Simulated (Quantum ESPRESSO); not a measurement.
A calculation with Quantum ESPRESSO 7.5 of CsLiCr2Te2S3 (native input, structure typed inline):

The input pw.in:

```
&CONTROL
  calculation = 'scf'
  prefix = 'pwscf'
  outdir = './tmp'
  pseudo_dir = './pseudo'
  tprnfor = .true.
  tstress = .true.
  disk_io = 'low'
/
&SYSTEM
  ibrav = 0
  celldm(1) = 8
  nat = 9
  ntyp = 5
  ecutwfc = 55
  ecutrho = 440
  nbnd = 49
  occupations = 'smearing'
  smearing = 'fd'
  degauss = 0.00367493
  nspin = 2
  starting_magnetization(1) = 0
  starting_magnetization(2) = 0
  starting_magnetization(3) = 0.2143
  starting_magnetization(4) = 0
  starting_magnetization(5) = 0
/
&ELECTRONS
  conv_thr = 1.8d-09
  electron_maxstep = 120
  mixing_beta = 0.3
/
ATOMIC_SPECIES
Cs   132.9055 Cs_pbe_v1.uspp.F.UPF
Li     6.9400 li_pbe_v1.4.uspp.F.UPF
Cr    51.9961 cr_pbe_v1.5.uspp.F.UPF
Te   127.6000 Te_pbe_v1.uspp.F.UPF
S     32.0600 s_pbe_v1.4.uspp.F.UPF
CELL_PARAMETERS alat
  0.8512224085224  -0.0000000000000  -0.0000000000000
 -0.4256112042612   0.7371797990589   0.0000000000000
 -0.0000000000000  -0.0000000000000   4.5038102565548
ATOMIC_POSITIONS crystal
Cs     0.0000000000    0.0000000000    0.3739900000
Li     0.6666700000    0.3333300000    0.0160700000
Cr     0.0000000000    0.0000000000    0.8663700000
Cr     0.3333300000    0.6666700000    0.1683300000
Te     0.3333300000    0.6666700000    0.5389100000
Te     0.6666700000    0.3333300000    0.7727600000
S      0.0000000000    0.0000000000    0.1003000000
S      0.3333300000    0.6666700000    0.9292000000
S      0.6666700000    0.3333300000    0.2340800000
K_POINTS automatic
9 9 2 0 0 0
```

The input pp_density.in:

```
&INPUTPP
  prefix = 'pwscf'
  outdir = './tmp'
  filplot = 'density.dat'
  plot_num = 0
/
&PLOT
  nfile = 1
  filepp(1) = 'density.dat'
  iflag = 3
  output_format = 6
  fileout = 'density.cube'
/
```

File pp_potential.in:

```
&INPUTPP
  prefix = 'pwscf'
  outdir = './tmp'
  filplot = 'potential.dat'
  plot_num = 11
/
&PLOT
  nfile = 1
  filepp(1) = 'potential.dat'
  iflag = 3
  output_format = 6
  fileout = 'potential.cube'
/
```

File pp_spin.in:

```
&INPUTPP
  prefix = 'pwscf'
  outdir = './tmp'
  filplot = 'spin.dat'
  plot_num = 6
/
&PLOT
  nfile = 1
  filepp(1) = 'spin.dat'
  iflag = 3
  output_format = 6
  fileout = 'spin.cube'
/
```

Potentials or basis: SSSP 1.3 efficiency PBE.

Launch:

```bash
$ OMP_NUM_THREADS=1 mpirun -n 4 pw.x -nk 2 -in pw.in > pw.out
$ OMP_NUM_THREADS=1 mpirun -n 1 pp.x -in pp_density.in > pp_density.out
$ OMP_NUM_THREADS=1 mpirun -n 1 pp.x -in pp_potential.in > pp_potential.out
$ OMP_NUM_THREADS=1 mpirun -n 1 pp.x -in pp_spin.in > pp_spin.out
```

The cell was built by a generator and needn't be a form met in nature.

Q: Write the same calculation in another form: ASE script, Cartesian positions.

A: As run:

Contents of run.py:

```python
import numpy as np
from ase.calculators.espresso import Espresso, EspressoProfile
from ase.io import read

atoms = read('CsLiCr2Te2S3.xyz')
atoms.set_initial_magnetic_moments([0.0, 0.0, 3.0, 3.0, 0.0, 0.0, 0.0, 0.0, 0.0])

input_data = {
    'control': {'calculation': 'scf', 'prefix': 'pwscf', 'outdir': './tmp', 'tprnfor': True, 'tstress': True, 'disk_io': 'nowf'},
    'system': {'ecutwfc': 55.0, 'ecutrho': 440.0, 'nbnd': 49, 'occupations': 'smearing', 'smearing': 'fd', 'degauss': 0.00367493, 'nspin': 2},
    'electrons': {'conv_thr': 1.8e-09, 'electron_maxstep': 120, 'mixing_beta': 0.3},
}
pseudopotentials = {'Cr': 'cr_pbe_v1.5.uspp.F.UPF', 'Li': 'li_pbe_v1.4.uspp.F.UPF', 'S': 's_pbe_v1.4.uspp.F.UPF', 'Te': 'Te_pbe_v1.uspp.F.UPF', 'Cs': 'Cs_pbe_v1.uspp.F.UPF'}
profile = EspressoProfile(command='mpirun -n 4 pw.x -nk 2', pseudo_dir='pseudo')
dft = Espresso(profile=profile, input_data=input_data, pseudopotentials=pseudopotentials, kpts=(9, 9, 2), koffset=(0, 0, 0))
atoms.calc = dft

print(f'energy {atoms.get_potential_energy():.8f} eV')
print('forces (eV/A)')
print(np.round(atoms.get_forces(), 6))
print('stress (eV/A^3, Voigt)')
print(np.round(atoms.get_stress(), 8))
print(f'Fermi level {dft.get_fermi_level():.4f} eV')
```

Contents of CsLiCr2Te2S3.xyz:

```xyz
9
Lattice="3.6035800000 0.0000000000 0.0000000000 -1.8017900000 3.1207900000 0.0000000000 0.0000000000 0.0000000000 19.0665100000" Properties=species:S:1:pos:R:3 pbc="T T T"
Cs     0.0000000000      0.0000000000      7.1306840749
Li     1.8018080179      1.0402529307      0.3063988157
Cr     0.0000000000      0.0000000000     16.5186522687
Cr    -0.0000180179      2.0805370693      3.2094656283
Te    -0.0000180179      2.0805370693     10.2751329041
Te     1.8018080179      1.0402529307     14.7338362676
S      0.0000000000      0.0000000000      1.9123709530
S     -0.0000180179      2.0805370693     17.7166010920
S      1.8018080179      1.0402529307      4.4630886608
```

Potentials or basis: SSSP 1.3 efficiency PBE.

The run is started by

```bash
$ OMP_NUM_THREADS=1 python run.py
```

Both were run:

|  | native input, structure typed inline | ASE script, Cartesian positions |
| --- | --- | --- |
| Pressure | 0.0 GPa | 0.0 GPa |
| Largest force | 0.032 eV/Å | 0.032 eV/Å |
| Band gap on the k mesh | none (metal or under the smearing width) | none (metal or under the smearing width) |
| Net moment | 5.64 μB per cell | 5.64 μB per cell |
| Absolute moment | 6.76 μB per cell | 6.76 μB per cell |
| Site moments | Cs +0.00; Li -0.01; Cr +2.61, +2.74; Te -0.00, -0.16; S -0.05, -0.07 μB | Cs +0.00; Li -0.01; Cr +2.61, +2.74; Te -0.00, -0.16; S -0.05, -0.07 μB |
| Valence electrons inside the program's atomic spheres | Cs 7.27; Li 2.32; Cr 11.89, 11.85; Te 3.11, 3.24; S 4.12, 4.13 | Cs 7.27; Li 2.32; Cr 11.89, 11.85; Te 3.11, 3.24; S 4.12, 4.13 |

Keys that steer only the numerical path or the files written may differ.

Caveat: only a ferromagnetic start was run, and an antiferromagnetic order may lie lower in energy.
